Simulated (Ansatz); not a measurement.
# NiMoIrPdW (P3m1) in Ansatz: band structure with PBE

Aim: the band structure of NiMoIrPdW with PBE.

All numbers are computed with Ansatz 0.2.0; they aren't measurements. Logs are shortened: lines on timing, memory, paths and dates and some standing lists are left out, and cuts for length are marked.

### Step 1. The crystal as given

The structure is trigonal, space group P3m1 (No. 156). Conventional cell: a = 2.766 Å, b = 2.766 Å, c = 11.023 Å, α = 90.00°, β = 90.00°, γ = 120.00°. Around Ni (site symmetry 3m) lie 3 Mo at 2.60 Å and 3 Pd at 2.71 Å and 6 Ni at 2.77 Å. Mo (site symmetry 3m) has 3 Ni at 2.60 Å and 6 Mo at 2.77 Å and 3 Ir at 2.82 Å as nearest neighbours. Around Pd (site symmetry 3m) lie 3 Ni at 2.71 Å and 3 W at 2.74 Å and 6 Pd at 2.77 Å. Around Ir (site symmetry 3m) lie 3 W at 2.74 Å and 6 Ir at 2.77 Å and 3 Mo at 2.82 Å. Around W (site symmetry 3m) lie 3 Pd at 2.74 Å and 3 Ir at 2.74 Å and 6 W at 2.77 Å.

The cell was built by a generator and needn't be a form met in nature.

### Step 2. Band structure, PBE, non-collinear spin, ferromagnetic start, spin-orbit coupling

Input file input.yaml:

```yaml
crystal:
  lattice:
    - [2.76609, 0.0, 0.0]
    - [-1.38305, 2.39551, 0.0]
    - [0.0, 0.0, 11.02278]
  atoms:
    - { symbol: Ni, position: [0.33333, 0.66667, 0.59711], spin: 1.0, spin_axis: [0.0, 0.0, 1.0] }
    - { symbol: Mo, position: [0.0, 0.0, 0.41074], spin: 1.0, spin_axis: [0.0, 0.0, 1.0] }
    - { symbol: Pd, position: [0.66667, 0.33333, 0.7952] }
    - { symbol: Ir, position: [0.66667, 0.33333, 0.19961], spin: 0.6, spin_axis: [0.0, 0.0, 0.6] }
    - { symbol: W, position: [0.33333, 0.66667, 0.99734] }
hamiltonian:
  xc: pbe
  pseudopotentials: { kind: paw_fr }
magnetization:
  noncollinear: true
  spin_orbit: true
kpoints:
  mp_grid: { grid: [8, 8, 2] }
  band_path:
    path:
      - [[0.0, 0.0, 0.0], [0.5, 0.0, 0.0], [0.3333333333, 0.3333333333, 0.0], [0.0, 0.0, 0.0], [0.0, 0.0, 0.5], [0.5, 0.0, 0.5], [0.3333333333, 0.3333333333, 0.5], [0.0, 0.0, 0.5]]
      - [[0.5, 0.0, 0.5], [0.5, 0.0, 0.0]]
      - [[0.3333333333, 0.3333333333, 0.0], [0.3333333333, 0.3333333333, 0.5]]
    npoints: 14
scf:
  occupations: { method: fermi_dirac, width: 0.05 }
  n_extra_bands: 12
output:
  forces: true
  stress: true
  eigenvalues: true
  fatbands: true
```

Potentials or basis: Ansatz PAW.

Run with:

```
$ ansatz run input.yaml --threads 8 --pin off --max-ram 20480MiB --backend cpu --events-out ev --progress --plain --runs-dir out
```

Output:

```text
Warning: the atoms were moved onto the symmetric positions of the space group found under crystal.symmetry.tolerance 1.0e-5 (fractional; no operation is sought that the atoms, as they stand in a round, miss by more than twice it, and no atom is moved by as much as it), and the run uses the moved positions. Before a round's move an operation carried an atom to 2.77e-5 Å from where it should land, the largest such distance. Atom 0 (counting from 0) moved farthest, by 1.60e-5 Å; the longest move in fractions of the cell, of whichever atom, is 0.47 of the tolerance, in 1 round. To run the atoms as typed, lower crystal.symmetry.tolerance until the operations that they miss are no longer found, or set crystal.symmetry.detect: false (a key that needs symmetry detection or time reversal refuses this as the deck is read). The positions used, in the order of the run's atom list: position: [0.3333333333333333, 0.6666666666666666, 0.59711]; position: [0.0, 0.0, 0.41074]; position: [0.6666666666666666, 0.3333333333333333, 0.7952]; position: [0.6666666666666666, 0.3333333333333333, 0.19961]; position: [0.3333333333333333, 0.6666666666666666, 0.99734]; The lattice was moved too: crystal.lattice keeps the space group found at crystal.symmetry.tolerance 1.0e-5 only nearly: the operation that it misses by the most changes a squared length by the fraction 6.27e-6. The run uses the lattice that is a stretch of the typed one, with no rotation, onto the one that keeps every operation to a double's rounding (on a very oblique basis the stretch itself rounds by more); the deck's lattice vector that moved farthest moved by 4.42e-6 Å. To run the lattice as typed, set crystal.symmetry.tolerance under 2.09e-6, the least fraction by which an operation that the lattice misses changes a squared length (the same key also sets how far an atom may lie from its image, so lowering it can lose operations that the atoms keep only within it), or set crystal.symmetry.detect: false, as for the atoms. crystal.lattice made exact, in Å and degrees: [[2.7660933433499673, 2.8867513458421414e-6, 0.0], [-1.3830491716749835, 2.3955056612044303, 0.0], [0.0, 0.0, 11.02278]]. Pasted over the deck's crystal.lattice, beside positions in fractional coordinates, it runs the same cell (given as lengths and angles, that cell in the form's own orientation, a rigid turn of the misfit's size from the one run here, for which a checkpoint.post_process_only pass over this run's state can be refused: where this run relaxes nothing, give such a pass this deck's own crystal.lattice, as typed; behind a relaxation, as crystal.lattice, the state's own cell, identity.cell in its checkpoint.json), and a matrix so pasted ends this notice, except on a very skew basis of the lattice, where the rounding of the pasted numbers themselves can read as a misfit: the cell is then moved again, and that move is told again. The lattice as run is in this notice's lattice.as_run_ang field (Run.prep()["deck_notices"] in Python, the deck_notice line of an events file, deck_notices of ansatz run --dry-run=json, or deck_notices in record.json in the deck's checkpoint.write directory).
Warning: output.stress: scf.convergence.dr2_threshold = 1e-7 eV (the SCF's general default) is looser than the 5e-10 eV advised for a printed stress (1e-10 eV for each atom of the cell: 5). What an SCF threshold leaves in a stress goes as its square root, and in the free energy as the threshold itself, and one threshold admits the most on a small cell: of the crystals measured, under no hybrid functional and no lock of the moments, on runs that ended without the residual-converged pass, on stresses that held no estimate of that error, the worst erred by over 100 MPa in a component at 1e-7 eV an atom and by under 5 at 1e-10. Set scf.convergence.dr2_threshold to 5e-10 eV or tighter. The threshold is an SCF's pass mark: one that does not reach it within its budget of iterations ends unconverged, or closes short of it on a stop that the run arms, and scf.convergence.dr2_threshold's page says what that costs each kind of run
Warning: RAYON_NUM_THREADS=8 ignored (pool sized by the plan → 8); use --threads N
scf.n_extra_bands = 12 over 81 filled bands (N_el = 81.0): the run solves 93 bands
Engine: ansatz 0.2.0, aarch64-unknown-linux-gnu
Pseudopotentials: kind: paw_fr
Pseudopotential: Ni, paw_fr, valence charge 18, recommended cutoff 420 eV (normal), Ni.paw.azcp#standard-fr
Pseudopotential: Mo, paw_fr, valence charge 14, recommended cutoff 420 eV (normal), Mo.paw.azcp#standard-fr
Pseudopotential: Pd, paw_fr, valence charge 18, recommended cutoff 420 eV (normal), Pd.paw.azcp#standard-fr
Pseudopotential: Ir, paw_fr, valence charge 17, recommended cutoff 420 eV (normal), Ir.paw.azcp#standard-fr
Pseudopotential: W, paw_fr, valence charge 14, recommended cutoff 420 eV (normal), W.paw.azcp#standard-fr
Functional definition: PBE
  parameter kappa = 0.804
  parameter beta = 0.06672455060314922
  exchange = pbe_x(kappa = kappa, mu = beta*pi^2/3)
  correlation = pbe_c(beta = beta)
Crystal: 5 atoms, lattice volume = 73.039 Å³
Basis set: ecut = 420 eV, 1429 PW (Γ), exchange–correlation on 40×40×150 points (8 copies of the dense FFT grid, shifted against one another)
Bands: 93, of which v1, the nominal top of the filled ones, is band 81 counted from 1 (80 counted from 0)
Symmetry: 3 space group operations + 3 with time reversal
[... 64 lines left out ...]
E sigma→0 (E₀):  -40148.745780 eV
Entropy (-TS):   -0.045991 eV (-9.198 meV/atom)
Fermi energy:    21.067652 eV
--- Per-component energies (eV) ---
  E_band       = -677.131532
  E_kinetic    = 2307.749161
  E_local      = -8516.433542  (includes V_loc(G=0)·N_el)
  E_nonlocal   = 1055.110635
  E_hartree    = 3459.133777
  E_xc         = -971.038884
  E_vxc        = -1088.213617  (∫ρ·V_xc dr)
  E_paw        = -26417.003235  (= ΣΔE_a)
  E_vpaw       = -1353.609393  (= ΣTr[D̂ρ^β])
  E_aug_tail   = 0.000807  (compensation charges beyond the density's cutoff)
  E_ewald      = -11066.241504
  E_smearing   = -0.045991  (= −TS)
  E_closure    = 0.000000  (closes the sum)
  Σ components = -40148.768776   (vs F -40148.768776, Δ=0.00e0)
--- Forces (eV/Å), atoms counted from 1 ---
  atom   1  Ni    -0.00000000     0.00000000    -0.01705621
  atom   2  Mo     0.00000000    -0.00000000    -0.00727834
  atom   3  Pd    -0.00000000     0.00000000    -0.04360171
  atom   4  Ir     0.00000000    -0.00000000     0.07908235
  atom   5  W     -0.00000000     0.00000000    -0.01111841
  max |Σ_I F_I| component: 2.77e-5 eV/Å
--- Stress (GPa, compression-positive) ---
        0.157579       0.000000       0.000000
        0.000000       0.157579      -0.000000
        0.000000      -0.000000       0.870336
  P = ⅓ Tr σ = 0.3952 GPa (3.952 kbar)
--- Band table (eV; the first three rows and the last of 30) ---
  k-point 0: bands = ["-81.9124", "-81.9124", "-71.3823", "-71.3823", "-63.6785", "-63.6785", "-52.7966", "-52.7966", "-43.7845", "-43.7845", "-41.6509", "-41.6509", "-41.5106", "-41.5106", "-39.9600", "-39.9600", "-38.1891", "-38.1891", "-32.4189", "-32.4189", "-28.0334", "-28.0334", "-27.7971", "-27.7971", "-24.6855", "-24.6855", "-24.4730", "-24.4730", "-23.9851", "-23.9851", "-15.4040", "-15.4040", "-14.3711", "-14.3711", "-13.7445", "-13.7445", "-13.0256", "-13.0256", "-12.5233", "-12.5233", "11.6477", "11.6477", "13.5037", "13.5038", "14.2041", "14.2041", "15.0355", "15.0355", "15.9577", "15.9577", "17.2177", "17.2177", "17.6677", "17.6677", "17.7394", "17.7394", "18.0218", "18.0218", "18.1950", "18.1950", "18.4190", "18.4190", "18.8233", "18.8233", "18.8550", "18.8550", "19.2327", "19.2327", "19.3377", "19.3377", "19.3920", "19.3920", "19.5118", "19.5118", "19.6535", "19.6535", "19.9604", "19.9604", "20.0643", "20.0643", "20.0990", "20.0990", "20.6380", "20.6380", "20.8470", "20.8470", "20.8766", "20.8766", "21.4031", "21.4031", "21.5644", "21.5644", "23.3311"]
  k-point 1: bands = ["-81.9124", "-81.9124", "-71.3823", "-71.3823", "-63.6785", "-63.6785", "-52.7966", "-52.7966", "-43.7845", "-43.7845", "-41.6509", "-41.6509", "-41.5106", "-41.5106", "-39.9600", "-39.9600", "-38.1891", "-38.1891", "-32.4189", "-32.4189", "-28.0334", "-28.0334", "-27.7971", "-27.7971", "-24.6855", "-24.6855", "-24.4730", "-24.4730", "-23.9851", "-23.9851", "-15.4040", "-15.4040", "-14.3711", "-14.3711", "-13.7445", "-13.7445", "-13.0257", "-13.0257", "-12.5233", "-12.5233", "11.6932", "11.6932", "13.2655", "13.2655", "14.2749", "14.2749", "15.2445", "15.2445", "16.0466", "16.0466", "17.2181", "17.2181", "17.6669", "17.6669", "17.7743", "17.7743", "18.0211", "18.0211", "18.2009", "18.2009", "18.2979", "18.2979", "18.7959", "18.7959", "18.8256", "18.8256", "19.1056", "19.1056", "19.3996", "19.3996", "19.4032", "19.4032", "19.5490", "19.5490", "19.6332", "19.6332", "19.6980", "19.6980", "19.8225", "19.8225", "19.8308", "19.8308", "20.7787", "20.7787", "20.9468", "20.9468", "21.3825", "21.3825", "21.5460", "21.5460", "21.6116", "21.6116", "23.3105"]
  k-point 2: bands = ["-81.9117", "-81.9117", "-71.3774", "-71.3773", "-63.6736", "-63.6736", "-52.7812", "-52.7812", "-43.7869", "-43.7865", "-41.6524", "-41.6515", "-41.5155", "-41.5155", "-39.9323", "-39.9323", "-38.2041", "-38.2032", "-32.4317", "-32.4307", "-28.0420", "-28.0393", "-27.8268", "-27.8267", "-24.7104", "-24.6881", "-24.5315", "-24.5295", "-24.0295", "-24.0112", "-15.4460", "-15.4441", "-14.4040", "-14.4017", "-13.8760", "-13.8759", "-13.0709", "-13.0705", "-12.6380", "-12.6378", "12.2225", "12.2355", "14.0251", "14.0795", "14.6283", "14.6545", "15.4300", "15.4694", "16.2329", "16.2497", "17.0386", "17.0608", "17.5402", "17.5577", "17.7053", "17.7631", "18.0763", "18.1245", "18.2083", "18.2379", "18.2506", "18.2791", "18.4146", "18.4406", "18.7135", "18.7431", "18.8226", "18.8699", "19.2656", "19.3060", "19.3617", "19.4015", "19.4546", "19.4950", "19.6858", "19.7008", "19.7177", "19.7524", "19.9676", "19.9952", "20.0529", "20.0771", "20.4963", "20.5214", "20.9927", "21.0754", "21.2095", "21.2302", "21.5995", "21.6141", "21.8263", "21.8268", "23.3196"]
  k-point 29: bands = ["-81.9070", "-81.9069", "-71.3446", "-71.3446", "-63.6412", "-63.6412", "-52.6792", "-52.6792", "-43.8016", "-43.8013", "-41.6587", "-41.6584", "-41.5477", "-41.5468", "-39.7476", "-39.7475", "-38.2991", "-38.2985", "-32.5139", "-32.5129", "-28.0910", "-28.0893", "-28.0139", "-28.0118", "-24.9383", "-24.9268", "-24.7644", "-24.7335", "-24.2678", "-24.2461", "-15.7885", "-15.7868", "-14.7754", "-14.7718", "-14.4962", "-14.4918", "-13.4405", "-13.4381", "-13.1803", "-13.1790", "15.4808", "15.5153", "15.7169", "15.8036", "16.1370", "16.2393", "16.2971", "16.4467", "16.7399", "16.7523", "16.7877", "16.8715", "17.0527", "17.0967", "17.1706", "17.2753", "17.4638", "17.5428", "17.8852", "17.9042", "17.9811", "18.0047", "18.3326", "18.4034", "18.7420", "18.7634", "19.1464", "19.1699", "19.4105", "19.4460", "19.7312", "19.7824", "20.2897", "20.3172", "20.5165", "20.5965", "21.0364", "21.0638", "21.2109", "21.2434", "21.3600", "21.4272", "21.6641", "21.7440", "22.6287", "22.6900", "23.0352", "23.0449", "23.4921", "23.5693", "25.3896", "25.4291", "25.7853"]
```

Run time: 71 s. Hardware: 8 threads of Arm Neoverse V2, shared host; peak memory 1.8 GiB.

Results:

| Quantity | Value |
| --- | --- |
| Free energy | -40148.7688 eV |
| Pressure | 0.4 GPa |
| Largest force | 0.079 eV/Å |
| Band gap on the k mesh | none (metal or under the smearing width) |
| Net moment | 0.00 μB per cell |
| Absolute moment | 0.00 μB per cell |

Forces on the atoms (eV/Å):
```
Ni   0.000  0.000 -0.017
Mo   0.000  0.000 -0.007
Pd   0.000  0.000 -0.044
Ir   0.000  0.000  0.079
W    0.000  0.000 -0.011
```

Stress tensor (GPa, compression positive):
```
0.16 0.00 0.00
0.00 0.16 0.00
0.00 0.00 0.87
```

Levels at the corners of the path, in eV from the Fermi level:
| point | band 77 | band 78 | band 79 | band 80 | band 81 | band 82 | band 83 | band 84 |
| --- | --- | --- | --- | --- | --- | --- | --- | --- |
| Γ | -1.11 | -1.11 | -1.00 | -1.00 | -0.97 | -0.97 | -0.43 | -0.43 |
| M | -0.23 | -0.23 | 0.59 | 0.59 | 0.95 | 0.95 | 1.29 | 1.29 |
| K | -0.14 | -0.11 | -0.08 | -0.06 | 0.07 | 0.11 | 0.47 | 0.67 |
| Γ | -1.11 | -1.11 | -1.00 | -1.00 | -0.97 | -0.97 | -0.43 | -0.43 |
| A | -1.37 | -1.37 | -1.25 | -1.25 | -1.24 | -1.24 | -0.29 | -0.29 |
| L | -0.30 | -0.30 | 0.59 | 0.59 | 0.97 | 0.97 | 1.46 | 1.46 |
| H | -0.17 | -0.13 | -0.06 | -0.05 | 0.09 | 0.16 | 0.29 | 0.52 |
| A | -1.37 | -1.37 | -1.25 | -1.25 | -1.24 | -1.24 | -0.29 | -0.29 |
| L | -0.30 | -0.30 | 0.59 | 0.59 | 0.97 | 0.97 | 1.46 | 1.46 |
| M | -0.23 | -0.23 | 0.59 | 0.59 | 0.95 | 0.95 | 1.29 | 1.29 |
| K | -0.14 | -0.11 | -0.08 | -0.06 | 0.07 | 0.11 | 0.47 | 0.67 |
| H | -0.17 | -0.13 | -0.06 | -0.05 | 0.09 | 0.16 | 0.29 | 0.52 |

Moments on the atoms (μB; x, y, z):
```
Ni  0.00 0.00 0.00
Mo  0.00 0.00 0.00
Pd  0.00 0.00 0.00
Ir  0.00 0.00 0.00
W   0.00 0.00 0.00
```

Caveat: the starting moments weren't kept; the thresholds are loose for stress.
